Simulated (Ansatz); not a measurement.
Input of an Ansatz 0.2.0 run:

The input input.yaml:

```yaml
crystal:
  lattice:
    - [3.191423, 0.0, 0.0]
    - [0.0, 3.191423, 0.0]
    - [0.0, 0.0, 4.485164]
  atoms:
    - { symbol: Hf, position: [0.0, 0.0, 0.0] }
    - { symbol: Mo, position: [0.5, 0.5, 0.5] }
    - { symbol: C, position: [0.5, 0.5, 0.0] }
    - { symbol: C, position: [0.0, 0.0, 0.5] }
hamiltonian:
  xc: r2scan
  pseudopotentials: { kind: paw }
  dispersion: rvv10
kpoints:
  mp_grid: { grid: [8, 8, 6] }
scf:
  occupations: { method: fermi_dirac, width: 0.05 }
output:
  forces: true
  stress: true
  eigenvalues: true
  write_density: true
  write_potential: true
  elf: true
  volumetric_format: npy
relax:
  f_tol: 0.01
  max_steps: 40
  cell: { stress_tol: 0.05 }
```

Potentials or basis: Ansatz PAW.

Run with:

```sh
$ ansatz run input.yaml --threads 2 --pin off --max-ram 5632MiB --backend cpu --events-out ev --progress --plain --runs-dir out
```

(1) Predict the relaxed cell.

(2) What does it give for the space group after relaxing (to 0.05 Å)?

## Answers

(1) a = 3.183 Å, b = 3.183 Å, c = 4.434 Å, α = 90.00°, β = 90.00°, γ = 90.00°.

(2) P4/mmm (No. 123).
